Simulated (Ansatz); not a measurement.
# CH₃BN₂: ionisation energy by level of theory

An exercise on one series of results from a longer session: the logs are not shown, and one member is left open.

Computed with Ansatz 0.2.0, Gaussian basis. Level: unrestricted cation, the program's frozen cores in correlated methods.

Levels to be run: UKS PBE-D4/def2-TZVPP; UKS r2SCAN-D4/def2-TZVPP; UKS PBE0-D4/def2-TZVPP; UKS B3LYP-D4/def2-TZVPP; UKS wB97X-V/def2-TZVPP; UKS wB97M-V/def2-TZVPP; UKS B2PLYP/def2-TZVPP; UHF-CCSD(T)/def2-TZVPP; UHF-MP2/def2-QZVPP; extrapolation to the limit; then −ε(HOMO) from the neutral's earlier runs with LDA (SPW92), PBE-D4, revPBE-D4, BLYP-D4, r2SCAN-D4, B97M-V, PBE0-D4, B3LYP-D4, r2SCANh-D4, r2SCAN0-D4, HSE06-D4, BHLYP-D4, CAM-B3LYP-D4, LC-ωPBE, ωB97X-V, ωB97M-V.

**Structure used throughout**

An earlier PBE0-D4 in a triple-zeta def2 set relaxation fixed the geometry.

SMILES `NB1C=N1`, 7 atoms, charge 0, spin multiplicity 1.

Atoms are counted from 1 here; the program's logs count them from 0.

Bond lengths: N1–B2 1.383 Å, N1–H5 1.005 Å, N1–H6 1.004 Å, B2–C3 1.451 Å, B2–N4 1.446 Å, C3–N4 1.295 Å, C3–H7 1.087 Å. Angles: B2–N1–H5 122.3°, B2–N1–H6 123.2°, H5–N1–H6 114.5°, N1–B2–C3 162.1°, N1–B2–N4 144.7°, C3–B2–N4 53.1°, B2–C3–N4 63.2°, B2–C3–H7 166.8°, N4–C3–H7 130.0°, B2–N4–C3 63.6°.

Set-up of the first run:

in.yaml reads:

```yaml
crystal:
  periodic: [false, false, false]
  atoms:
    - {symbol: N, position_ang: [-0.734866, 1.091842, 0.109685]}
    - {symbol: B, position_ang: [-0.038021, -0.093624, -0.037374]}
    - {symbol: C, position_ang: [1.031636, -1.074089, -0.054021]}
    - {symbol: N, position_ang: [-0.144037, -1.487572, -0.407243]}
    - {symbol: H, position_ang: [-1.718994, 1.164105, -0.081733]}
    - {symbol: H, position_ang: [-0.306847, 1.947033, 0.413843]}
    - {symbol: H, position_ang: [1.972331, -1.615696, 0.011243]}
basis:
  gaussian: {orbitals: def2-TZVPP}
total_charge: 1
magnetization: {spin_polarized: true, initial_magnetization: 1}
hamiltonian: {xc: pbe, dispersion: d4}
```

Launch:

```
> ansatz run in.yaml --threads 2 --pin off --events-out ev --progress --plain --max-ram 4352MiB
```

Steps of the session up to this table: Cation, UKS PBE-D4/def2-TZVPP; Cation, UKS r2SCAN-D4/def2-TZVPP; Cation, UKS PBE0-D4/def2-TZVPP; Cation, UKS B3LYP-D4/def2-TZVPP; Cation, UKS wB97X-V/def2-TZVPP; Cation, UKS wB97M-V/def2-TZVPP; Cation, UKS B2PLYP (frozen core)/def2-TZVPP; Cation, UHF-CCSD(T)/def2-TZVPP; Cation, UHF-MP2/def2-QZVPP.

One of the session's tables, all rows but one given; the rest of the session is left out.

Orbital estimates, from the neutral's runs:

| functional | −ε(HOMO) (eV) |
| --- | --- |
| LDA (SPW92) | 5.62 |
| PBE-D4 | 5.49 |
| revPBE-D4 | 5.43 |
| BLYP-D4 | 5.40 |
| r2SCAN-D4 | 5.71 |
| B97M-V | 5.78 |
| PBE0-D4 | 6.87 |
| B3LYP-D4 | 6.66 |
| r2SCANh-D4 | 6.23 |
| r2SCAN0-D4 | ? |
| HSE06-D4 | 6.46 |
| BHLYP-D4 | 8.19 |
| CAM-B3LYP-D4 | 8.31 |
| LC-ωPBE | 9.67 |
| ωB97X-V | 9.30 |
| ωB97M-V | 9.19 |

**Question.** Estimate the row for r2SCAN0-D4.

Worked estimate for «−ε(HOMO) (eV)». Against the share of exact exchange, r2SCAN-D4 (0, 5.71), r2SCANh-D4 (0.1, 6.23) give a slope of 5.20 per unit share; at 0.25 the line stands at 7.01.

**Answer.** −ε(HOMO) (eV): 7.02. In «−ε(HOMO) (eV)» the line misses by -0.01.
